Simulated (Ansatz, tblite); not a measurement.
# The cluster Si16H28O: spin states and exact exchange, part 1 of 2

Aim: set other spin states of the cluster Si16H28O against its singlet, on many levels of theory.

The runs use Ansatz 0.2.0, Gaussian basis; as each input shows.

The runs, in order: triplet, relaxed (GFN1-xTB, GFN2-xTB, PBE0-D4/def2-TZVP, PBE-D4/def2-TZVP, r2SCAN-D4/def2-TZVP, r2SCANh-D4/def2-TZVP, PBE-QIDH/def2-TZVP, r2SCAN0-D4/def2-TZVP, PBE+5HF/def2-SVP, PBE+10HF/def2-SVP, PBE+15HF/def2-SVP, PBE+35HF/def2-SVP, PBE+50HF/def2-SVP, MP2/def2-SVP, RPA/def2-SVP); the singlet's energies come from earlier runs.

### Step 1. The relaxed structure

The geometry is that of the singlet, from an earlier relaxation (PBE-D4/def2-SVP).

45 atoms, charge 0, spin multiplicity 1.

Atoms are counted from 1 here; the program's logs count them from 0.

Bond lengths: Si1–Si11 2.351 Å, Si1–Si12 2.355 Å, Si1–H18 1.513 Å, Si1–H19 1.506 Å, Si2–Si10 2.349 Å, Si2–Si14 2.351 Å, Si2–H20 1.511 Å, Si2–H21 1.501 Å, Si3–Si13 2.353 Å, Si3–Si14 2.353 Å, Si3–Si15 2.361 Å, Si3–H22 1.527 Å, O4–Si10 1.807 Å, O4–Si11 1.798 Å, O4–Si13 1.871 Å, Si5–Si6 2.366 Å, Si5–Si12 2.351 Å, Si5–H23 1.510 Å and more. Angles: Si11–Si1–Si12 118.2°, Si11–Si1–H18 100.0°, Si11–Si1–H19 108.0°, Si12–Si1–H18 109.4°, Si12–Si1–H19 112.4°, H18–Si1–H19 107.6°, Si10–Si2–Si14 106.0°, Si10–Si2–H20 100.2°, Si10–Si2–H21 108.5°, Si14–Si2–H20 116.3°, Si14–Si2–H21 114.4°, H20–Si2–H21 110.1°, Si13–Si3–Si14 98.1°, Si13–Si3–Si15 117.7°, Si13–Si3–H22 91.9°, Si14–Si3–Si15 108.5°, Si14–Si3–H22 106.0°, Si15–Si3–H22 129.7° and more.

### Step 2. Relaxing the triplet

File in.yaml:

```yaml
crystal:
  periodic: [false, false, false]
  atoms:
    - {symbol: Si, position_ang: [-3.776824, 1.453013, -0.216310]}
    - {symbol: Si, position_ang: [-0.827059, -3.356457, 2.050322]}
    - {symbol: Si, position_ang: [1.665448, -2.887627, -0.521467]}
    - {symbol: O, position_ang: [-1.552646, -1.149342, -0.588789]}
    - {symbol: Si, position_ang: [-0.905547, 2.219003, 2.449598]}
    - {symbol: Si, position_ang: [0.840785, 0.867285, 1.601643]}
    - {symbol: Si, position_ang: [2.008185, 1.937687, -0.149645]}
    - {symbol: Si, position_ang: [-1.147863, 4.315331, -0.707600]}
    - {symbol: Si, position_ang: [4.539561, -1.119971, -0.184827]}
    - {symbol: Si, position_ang: [-2.117740, -1.669760, 1.046251]}
    - {symbol: Si, position_ang: [-2.756336, -0.205554, -1.533770]}
    - {symbol: Si, position_ang: [-2.397879, 3.047642, 0.832391]}
    - {symbol: Si, position_ang: [0.068346, -1.446136, -1.475431]}
    - {symbol: Si, position_ang: [0.187635, -4.532113, 0.285108]}
    - {symbol: Si, position_ang: [2.936261, -2.068787, 1.291465]}
    - {symbol: Si, position_ang: [0.575563, 3.036448, -1.674787]}
    - {symbol: Si, position_ang: [3.526002, 0.622292, -1.409057]}
    - {symbol: H, position_ang: [-4.627780, 2.134716, -1.264679]}
    - {symbol: H, position_ang: [-4.707261, 0.771302, 0.752538]}
    - {symbol: H, position_ang: [-1.900396, -4.094790, 2.816150]}
    - {symbol: H, position_ang: [0.138365, -2.715092, 3.003882]}
    - {symbol: H, position_ang: [2.125015, -3.370624, -1.895608]}
    - {symbol: H, position_ang: [-1.669629, 1.500094, 3.535985]}
    - {symbol: H, position_ang: [-0.296310, 3.456461, 3.065372]}
    - {symbol: H, position_ang: [0.212217, -0.427345, 1.145711]}
    - {symbol: H, position_ang: [1.740423, 0.583762, 2.769227]}
    - {symbol: H, position_ang: [2.753962, 3.051372, 0.551968]}
    - {symbol: H, position_ang: [-2.057098, 4.897376, -1.762543]}
    - {symbol: H, position_ang: [-0.551763, 5.452853, 0.084245]}
    - {symbol: H, position_ang: [5.220228, -1.960473, -1.249576]}
    - {symbol: H, position_ang: [5.661736, -0.436550, 0.570186]}
    - {symbol: H, position_ang: [-3.492069, -2.165992, 0.671780]}
    - {symbol: H, position_ang: [-2.303619, -0.375587, 1.788679]}
    - {symbol: H, position_ang: [-3.711125, -1.239082, -2.058971]}
    - {symbol: H, position_ang: [-1.945766, 0.367660, -2.654762]}
    - {symbol: H, position_ang: [-3.413199, 3.947920, 1.501842]}
    - {symbol: H, position_ang: [-0.524242, -1.953223, -2.769707]}
    - {symbol: H, position_ang: [0.429543, -0.006596, -1.702172]}
    - {symbol: H, position_ang: [-0.929685, -4.986488, -0.626214]}
    - {symbol: H, position_ang: [0.879869, -5.749178, 0.841137]}
    - {symbol: H, position_ang: [3.626271, -3.451587, 1.355741]}
    - {symbol: H, position_ang: [-0.079570, 2.044076, -2.605122]}
    - {symbol: H, position_ang: [1.415176, 3.951713, -2.533735]}
    - {symbol: H, position_ang: [2.715128, 0.066322, -2.561901]}
    - {symbol: H, position_ang: [4.467990, 1.632527, -2.025249]}
basis:
  gaussian: {orbitals: def2-SVP, fitting: {mean_field: def2-universal-jkfit}}
magnetization: {spin_polarized: true, initial_magnetization: 2}
hamiltonian: {xc: pbe, dispersion: d4}
scf: {lower_state_search: "off"}
output: {orbitals: {seedname: orbitals}}
relax: {f_tol: 0.03, max_steps: 70}
```

Command:

```sh
$ ansatz run in.yaml --threads 2 --pin off --events-out ev --progress --plain --max-ram 32768MiB --backend cuda --devices 0, --max-vram 18GiB
```

The program printed:

```text
Functional definition: PBE
  name "PBE"
  cite "Perdew, Burke & Ernzerhof, Phys. Rev. Lett. 77, 3865 (1996) doi:10.1103/PhysRevLett.77.3865"
  parent pbe
  parameter kappa = 0.804
  parameter beta = 0.06672455060314922
  exchange = pbe_x(kappa = kappa, mu = beta*pi^2/3)
  correlation = pbe_c(beta = beta)
these checks for a lower state are left out or cut short: stability, starts, cluster_reference, orbital_swaps, neighbouring_geometries, increment
2629 factors; integrals over basis functions are off by at most 3.3e-1 eV
mean field evaluation 1: about -128426.8771 eV, gradient 3.8e1 eV
mean field evaluation 2: about -128375.2003 eV, gradient 1.0e2 eV
mean field evaluation 4: about -128434.1702 eV, gradient 9.8e0 eV
mean field evaluation 8: about -128434.9148 eV, gradient 8.1e-1 eV
mean field evaluation 16: about -128434.9077 eV, gradient 3.5e-3 eV
mean field -128434.90765435 eV, -4719.8957999901 hartree, gradient 7.8e-6 eV, S^2 2.005529; 0 other end points of the search recorded, 0 dependent functions left out
[... from here on, the SCF cycles and remarks between the steps are left out, and one step in 2 is shown ...]
relax step   1: F+E_penalty+E_count = -128437.55938756 eV  Δ(F+E_penalty+E_count) = +0.000e0 eV  max|allowed force component| = 1.688e0 eV/Å  Δτ_max = 0.0000 Å  (23 SCF iters, accepted)
relax step   2: F+E_penalty+E_count = -128438.35411212 eV  Δ(F+E_penalty+E_count) = -7.947e-1 eV  max|allowed force component| = 6.958e-1 eV/Å  Δτ_max = 0.1948 Å  (25 SCF iters, accepted)
relax step   4: F+E_penalty+E_count = -128438.70883802 eV  Δ(F+E_penalty+E_count) = -1.224e-1 eV  max|allowed force component| = 2.889e-1 eV/Å  Δτ_max = 0.2000 Å  (24 SCF iters, accepted)
relax step   6: F+E_penalty+E_count = -128438.78104622 eV  Δ(F+E_penalty+E_count) = -1.473e-2 eV  max|allowed force component| = 3.001e-1 eV/Å  Δτ_max = 0.1606 Å  (21 SCF iters, accepted)
relax step   8: F+E_penalty+E_count = -128438.82395934 eV  Δ(F+E_penalty+E_count) = -3.090e-2 eV  max|allowed force component| = 2.874e-1 eV/Å  Δτ_max = 0.1355 Å  (21 SCF iters, accepted)
relax step  10: F+E_penalty+E_count = -128438.88363243 eV  Δ(F+E_penalty+E_count) = -2.427e-2 eV  max|allowed force component| = 3.826e-1 eV/Å  Δτ_max = 0.1993 Å  (24 SCF iters, accepted)
relax step  12: F+E_penalty+E_count = -128438.95918687 eV  Δ(F+E_penalty+E_count) = -3.390e-2 eV  max|allowed force component| = 7.021e-1 eV/Å  Δτ_max = 0.2000 Å  (24 SCF iters, accepted)
relax step  14: F+E_penalty+E_count = -128439.00097878 eV  Δ(F+E_penalty+E_count) = -1.023e-2 eV  max|allowed force component| = 1.981e-1 eV/Å  Δτ_max = 0.2000 Å  (20 SCF iters, accepted)
relax step  16: F+E_penalty+E_count = -128439.02759859 eV  Δ(F+E_penalty+E_count) = -1.076e-2 eV  max|allowed force component| = 1.245e-1 eV/Å  Δτ_max = 0.1556 Å  (19 SCF iters, accepted)
relax step  18: F+E_penalty+E_count = -128439.04160405 eV  Δ(F+E_penalty+E_count) = -4.714e-3 eV  max|allowed force component| = 9.235e-2 eV/Å  Δτ_max = 0.0952 Å  (20 SCF iters, accepted)
relax step  20: F+E_penalty+E_count = -128439.05110531 eV  Δ(F+E_penalty+E_count) = -4.889e-3 eV  max|allowed force component| = 9.923e-2 eV/Å  Δτ_max = 0.1109 Å  (19 SCF iters, accepted)
relax step  22: F+E_penalty+E_count = -128439.06151597 eV  Δ(F+E_penalty+E_count) = -5.553e-3 eV  max|allowed force component| = 1.307e-1 eV/Å  Δτ_max = 0.0657 Å  (20 SCF iters, accepted)
relax step  24: F+E_penalty+E_count = -128439.07129985 eV  Δ(F+E_penalty+E_count) = -4.344e-3 eV  max|allowed force component| = 1.085e-1 eV/Å  Δτ_max = 0.1173 Å  (20 SCF iters, accepted)
relax step  26: F+E_penalty+E_count = -128439.07598125 eV  Δ(F+E_penalty+E_count) = -1.946e-3 eV  max|allowed force component| = 8.046e-2 eV/Å  Δτ_max = 0.0459 Å  (20 SCF iters, accepted)
relax step  28: F+E_penalty+E_count = -128439.07987984 eV  Δ(F+E_penalty+E_count) = -1.813e-3 eV  max|allowed force component| = 1.079e-1 eV/Å  Δτ_max = 0.1232 Å  (20 SCF iters, accepted)
relax step  30: F+E_penalty+E_count = -128439.08356507 eV  Δ(F+E_penalty+E_count) = -2.106e-3 eV  max|allowed force component| = 1.194e-1 eV/Å  Δτ_max = 0.0560 Å  (20 SCF iters, accepted)
relax step  32: F+E_penalty+E_count = -128439.08829349 eV  Δ(F+E_penalty+E_count) = -1.797e-3 eV  max|allowed force component| = 1.642e-1 eV/Å  Δτ_max = 0.1353 Å  (20 SCF iters, accepted)
relax step  34: F+E_penalty+E_count = -128439.09256549 eV  Δ(F+E_penalty+E_count) = -2.565e-3 eV  max|allowed force component| = 1.541e-1 eV/Å  Δτ_max = 0.0298 Å  (21 SCF iters, accepted)
relax step  36: F+E_penalty+E_count = -128439.09521957 eV  Δ(F+E_penalty+E_count) = -2.277e-3 eV  max|allowed force component| = 2.824e-2 eV/Å  Δτ_max = 0.0472 Å  (20 SCF iters, accepted)
relax step  38: F+E_penalty+E_count = -128439.09789859 eV  Δ(F+E_penalty+E_count) = -1.123e-3 eV  max|allowed force component| = 3.812e-2 eV/Å  Δτ_max = 0.0608 Å  (19 SCF iters, accepted)
relax step  40: F+E_penalty+E_count = -128439.09919241 eV  Δ(F+E_penalty+E_count) = -6.186e-4 eV  max|allowed force component| = 2.572e-2 eV/Å  Δτ_max = 0.0373 Å  (20 SCF iters, accepted)
relax step  42: F+E_penalty+E_count = -128439.10049637 eV  Δ(F+E_penalty+E_count) = -7.062e-4 eV  max|allowed force component| = 6.669e-2 eV/Å  Δτ_max = 0.0614 Å  (19 SCF iters, accepted)
relax step  44: F+E_penalty+E_count = -128439.10174073 eV  Δ(F+E_penalty+E_count) = -6.029e-4 eV  max|allowed force component| = 6.531e-2 eV/Å  Δτ_max = 0.0404 Å  (20 SCF iters, accepted)
relax step  46: F+E_penalty+E_count = -128439.10253530 eV  Δ(F+E_penalty+E_count) = -3.072e-4 eV  max|allowed force component| = 3.706e-2 eV/Å  Δτ_max = 0.0092 Å  (15 SCF iters, accepted)
relax step  48: F+E_penalty+E_count = -128439.10330272 eV  Δ(F+E_penalty+E_count) = -3.938e-4 eV  max|allowed force component| = 4.939e-2 eV/Å  Δτ_max = 0.0335 Å  (20 SCF iters, accepted)
relax step  50: F+E_penalty+E_count = -128439.10394382 eV  Δ(F+E_penalty+E_count) = -3.450e-4 eV  max|allowed force component| = 3.087e-2 eV/Å  Δτ_max = 0.0316 Å  (20 SCF iters, accepted)
relax step  52: F+E_penalty+E_count = -128439.10392779 eV  Δ(F+E_penalty+E_count) = +3.066e-4 eV  max|allowed force component| = 4.998e-2 eV/Å  Δτ_max = 0.0672 Å  (19 SCF iters, rejected (line search))
relax step  53: F+E_penalty+E_count = -128439.10458288 eV  Δ(F+E_penalty+E_count) = -3.484e-4 eV  max|allowed force component| = 1.931e-2 eV/Å  Δτ_max = 0.0329 Å  (20 SCF iters, accepted)
Total energy: -128439.10466480 eV, -4720.0500372795 hartree
Atom 0 at    -3.908057     1.645355    -0.015865 Å, force    -0.008393    -0.004247     0.010263 eV/Å
Atom 1 at    -0.793094    -3.225244     1.980056 Å, force    -0.001174     0.001776    -0.005750 eV/Å
Atom 2 at     1.628472    -3.057284    -1.021489 Å, force    -0.005832     0.000194    -0.000686 eV/Å
Atom 3 at    -2.196496    -1.245773    -0.274685 Å, force    -0.007821     0.019312    -0.015596 eV/Å
Atom 4 at    -0.778227     2.127404     2.407326 Å, force    -0.010571    -0.012886     0.011350 eV/Å
Atom 5 at     0.763114     0.667673     1.371087 Å, force    -0.009304     0.010017    -0.009932 eV/Å
Atom 6 at     1.951842     1.947916    -0.209328 Å, force     0.015521    -0.017809    -0.006311 eV/Å
Atom 7 at    -1.121956     4.193880    -0.814236 Å, force    -0.006928     0.013531    -0.003358 eV/Å
Atom 8 at     4.697043    -0.719978     0.208259 Å, force     0.000716     0.009645     0.008192 eV/Å
Atom 9 at    -2.498153    -1.750937     1.313818 Å, force    -0.000179     0.004023     0.014050 eV/Å
Atom 10 at    -3.045777    -0.161798    -1.262384 Å, force     0.017492    -0.008468     0.005523 eV/Å
Atom 11 at    -2.308018     3.104183     0.907042 Å, force     0.009785    -0.004289    -0.011767 eV/Å
Atom 12 at     0.519481    -1.409310    -2.263011 Å, force     0.006596     0.007715     0.002699 eV/Å
Atom 13 at     0.017520    -4.370874     0.088224 Å, force     0.002610    -0.014495     0.001536 eV/Å
Atom 14 at     2.930614    -2.163732     0.698582 Å, force     0.002787     0.005574    -0.001565 eV/Å
Atom 15 at     0.473945     2.795786    -1.834801 Å, force    -0.005538    -0.003215     0.009589 eV/Å
Atom 16 at     3.795599     0.895081    -1.239620 Å, force    -0.000853    -0.005570    -0.007322 eV/Å
Atom 17 at    -4.759016     2.454355    -0.967433 Å, force     0.003488    -0.001091     0.002773 eV/Å
Atom 18 at    -4.812173     1.121976     1.073494 Å, force     0.001008     0.003715    -0.004604 eV/Å
Atom 19 at    -1.394380    -4.201703     2.961560 Å, force    -0.000358    -0.002448    -0.001324 eV/Å
Atom 20 at     0.335746    -2.504610     2.672176 Å, force    -0.000145     0.001013     0.000462 eV/Å
Atom 21 at     2.447884    -3.943740    -1.940612 Å, force    -0.002711    -0.000378     0.002775 eV/Å
Atom 22 at    -1.509612     1.438246     3.531860 Å, force     0.000440     0.000157     0.003998 eV/Å
Atom 23 at     0.023940     3.257617     3.007316 Å, force     0.002416     0.002924    -0.001204 eV/Å
Atom 24 at     0.040339    -0.464799     0.694760 Å, force     0.002682     0.002230     0.001163 eV/Å
Atom 25 at     1.676495     0.120805     2.440062 Å, force     0.002706     0.002464     0.001577 eV/Å
Atom 26 at     2.495042     3.133160     0.557721 Å, force    -0.005968     0.000086     0.000531 eV/Å
Atom 27 at    -2.093692     4.731097    -1.837177 Å, force     0.002798     0.001257     0.001031 eV/Å
Atom 28 at    -0.381554     5.363542    -0.212705 Å, force    -0.001286    -0.003928    -0.002251 eV/Å
Atom 29 at     5.890461    -1.419055    -0.401214 Å, force    -0.003131     0.004333    -0.000581 eV/Å
Atom 30 at     5.144584    -0.054110     1.485902 Å, force     0.002354    -0.005226     0.002040 eV/Å
Atom 31 at    -3.826666    -2.464868     1.364637 Å, force    -0.004402    -0.002740    -0.003250 eV/Å
Atom 32 at    -2.598806    -0.539313     2.210007 Å, force     0.000204     0.000337    -0.002296 eV/Å
Atom 33 at    -4.177368    -0.888459    -1.945213 Å, force    -0.000807     0.001314     0.003502 eV/Å
Atom 34 at    -2.096273     0.341510    -2.311803 Å, force    -0.003429    -0.003929    -0.000534 eV/Å
Atom 35 at    -3.079677     4.161672     1.665798 Å, force     0.003570    -0.002019    -0.003054 eV/Å
Atom 36 at    -0.758416    -1.944631    -2.855799 Å, force    -0.000436    -0.005105     0.004762 eV/Å
Atom 37 at     1.358491    -0.827259    -3.372817 Å, force     0.003857     0.001022    -0.004665 eV/Å
Atom 38 at    -1.130233    -4.726749    -0.822406 Å, force     0.003368     0.002471     0.002326 eV/Å
Atom 39 at     0.675062    -5.652697     0.538692 Å, force    -0.002043     0.002563    -0.002495 eV/Å
Atom 40 at     3.222554    -3.173038     1.783586 Å, force    -0.002630     0.000426    -0.004055 eV/Å
Atom 41 at    -0.204368     1.653021    -2.545526 Å, force     0.004181    -0.001124     0.002263 eV/Å
Atom 42 at     1.257303     3.580391    -2.859280 Å, force    -0.001877     0.000361     0.002879 eV/Å
Atom 43 at     3.361749     0.210785    -2.509582 Å, force    -0.003171     0.003521    -0.002482 eV/Å
Atom 44 at     4.807032     1.953006    -1.605678 Å, force     0.000410    -0.003017    -0.000202 eV/Å
Dipole moment:    -0.062690    -0.018325     0.036468 e Å
Checks for a lower state left out: stability, starts, cluster_reference, orbital_swaps, neighbouring_geometries, increment
```

It took 5.9 min on 1 × H100 (card shared with other runs) with 2 threads of AMD EPYC 7R13, shared host.

Along the way: (not every step is listed)

```
step  energy from step 1 (eV)  largest force component (eV/Å)
   1                   0.0000                          1.6876
   2                  -0.7947                          0.6958
   3                  -1.0270                          0.3890
   4                  -1.1495                          0.2889
   5                  -1.2069                          0.1627
   6                  -1.2217                          0.3001
   7                  -1.2337                          0.3034
   8                  -1.2646                          0.2874
   9                  -1.3000                          0.3972
  12                  -1.3998                          0.7021
  15                  -1.4574                          0.1872
  18                  -1.4822                          0.0923
  21                  -1.4966                          0.1238
  24                  -1.5119                          0.1085
  27                  -1.5187                          0.0719
  30                  -1.5242                          0.1194
  33                  -1.5306                          0.2045
  36                  -1.5358                          0.0282
  39                  -1.5392                          0.0323
  42                  -1.5411                          0.0667
  45                  -1.5428                          0.0486
  48                  -1.5439                          0.0494
  49                  -1.5442                          0.0424
  50                  -1.5446                          0.0309
  51                  -1.5448                          0.0375
  52                  -1.5445                          0.0500
  53                  -1.5452                          0.0193
```

The force was under the threshold of 0.03 eV/Å already at step 36, but the program went on to step 53.

Distances of close pairs at the start and the end, largest changes first:

```
    bond  before (Å)  after (Å)  change (Å)
 O4–Si13       1.871      3.370      +1.499
 O4–Si10       1.807      1.694      -0.113
 O4–Si11       1.798      1.695      -0.103
Si9–Si15       2.377      2.333      -0.044
Si15–H41       1.547      1.510      -0.036
Si3–Si15       2.361      2.335      -0.025
Si3–Si13       2.353      2.342      -0.011
Si7–Si17       2.371      2.360      -0.011
```

Contacts that opened: O4–Si13 1.87 to 3.37 Å.

### Step 3. Triplet, first pass, PBE-D4/def2-SVP

start.molden holds the orbitals of an earlier run on this state, given as this run's starting guess.

File in.yaml:

```yaml
crystal:
  periodic: [false, false, false]
  atoms:
    - {symbol: Si, position_ang: [-3.908057, 1.645355, -0.015865]}
    - {symbol: Si, position_ang: [-0.793094, -3.225244, 1.980056]}
    - {symbol: Si, position_ang: [1.628472, -3.057284, -1.021489]}
    - {symbol: O, position_ang: [-2.196496, -1.245773, -0.274685]}
    - {symbol: Si, position_ang: [-0.778227, 2.127404, 2.407326]}
    - {symbol: Si, position_ang: [0.763114, 0.667673, 1.371087]}
    - {symbol: Si, position_ang: [1.951842, 1.947916, -0.209328]}
    - {symbol: Si, position_ang: [-1.121956, 4.193880, -0.814236]}
    - {symbol: Si, position_ang: [4.697043, -0.719978, 0.208259]}
    - {symbol: Si, position_ang: [-2.498153, -1.750937, 1.313818]}
    - {symbol: Si, position_ang: [-3.045777, -0.161798, -1.262384]}
    - {symbol: Si, position_ang: [-2.308018, 3.104183, 0.907042]}
    - {symbol: Si, position_ang: [0.519481, -1.409310, -2.263011]}
    - {symbol: Si, position_ang: [0.017520, -4.370874, 0.088224]}
    - {symbol: Si, position_ang: [2.930614, -2.163732, 0.698582]}
    - {symbol: Si, position_ang: [0.473945, 2.795786, -1.834801]}
    - {symbol: Si, position_ang: [3.795599, 0.895081, -1.239620]}
    - {symbol: H, position_ang: [-4.759016, 2.454355, -0.967433]}
    - {symbol: H, position_ang: [-4.812173, 1.121976, 1.073494]}
    - {symbol: H, position_ang: [-1.394380, -4.201703, 2.961560]}
    - {symbol: H, position_ang: [0.335746, -2.504610, 2.672176]}
    - {symbol: H, position_ang: [2.447884, -3.943740, -1.940612]}
    - {symbol: H, position_ang: [-1.509612, 1.438246, 3.531860]}
    - {symbol: H, position_ang: [0.023940, 3.257617, 3.007316]}
    - {symbol: H, position_ang: [0.040339, -0.464799, 0.694760]}
    - {symbol: H, position_ang: [1.676495, 0.120805, 2.440062]}
    - {symbol: H, position_ang: [2.495042, 3.133160, 0.557721]}
    - {symbol: H, position_ang: [-2.093692, 4.731097, -1.837177]}
    - {symbol: H, position_ang: [-0.381554, 5.363542, -0.212705]}
    - {symbol: H, position_ang: [5.890461, -1.419055, -0.401214]}
    - {symbol: H, position_ang: [5.144584, -0.054110, 1.485902]}
    - {symbol: H, position_ang: [-3.826666, -2.464868, 1.364637]}
    - {symbol: H, position_ang: [-2.598806, -0.539313, 2.210007]}
    - {symbol: H, position_ang: [-4.177368, -0.888459, -1.945213]}
    - {symbol: H, position_ang: [-2.096273, 0.341510, -2.311803]}
    - {symbol: H, position_ang: [-3.079677, 4.161672, 1.665798]}
    - {symbol: H, position_ang: [-0.758416, -1.944631, -2.855799]}
    - {symbol: H, position_ang: [1.358491, -0.827259, -3.372817]}
    - {symbol: H, position_ang: [-1.130233, -4.726749, -0.822406]}
    - {symbol: H, position_ang: [0.675062, -5.652697, 0.538692]}
    - {symbol: H, position_ang: [3.222554, -3.173038, 1.783586]}
    - {symbol: H, position_ang: [-0.204368, 1.653021, -2.545526]}
    - {symbol: H, position_ang: [1.257303, 3.580391, -2.859280]}
    - {symbol: H, position_ang: [3.361749, 0.210785, -2.509582]}
    - {symbol: H, position_ang: [4.807032, 1.953006, -1.605678]}
basis:
  gaussian: {orbitals: def2-SVP, fitting: {mean_field: def2-universal-jkfit}, initial_orbitals: start.molden}
magnetization: {spin_polarized: true, initial_magnetization: 2}
hamiltonian: {xc: pbe, dispersion: d4}
output: {orbitals: {seedname: orbitals}}
```

The command is unchanged.

The program printed, shortened:

```text
Functional definition: PBE
  name "PBE"
  cite "Perdew, Burke & Ernzerhof, Phys. Rev. Lett. 77, 3865 (1996) doi:10.1103/PhysRevLett.77.3865"
  parent pbe
[...]
2629 factors; integrals over basis functions are off by at most 3.3e-1 eV
[...]
mean field -128436.51986524 eV, -4719.9550476477 hartree, gradient 2.3e-5 eV, S^2 2.006662; 1 other end points of the search recorded, 0 dependent functions left out
reference -128436.51994704 eV, -4719.9550506538 hartree; 131, 129 occupied and 311, 313 virtual orbitals, 2629 factors
Total energy: -128439.10435064 eV, -4720.0500257341 hartree
```

It took 27 s on 1 × H100 (card shared with other runs) with 2 threads of AMD EPYC 7R13, shared host.

Report: HOMO -4.91 eV, LUMO -3.64 eV (over both spins); ⟨S²⟩ 2.007 (pure: 2.00).

(Continued in part 2 of 2.)
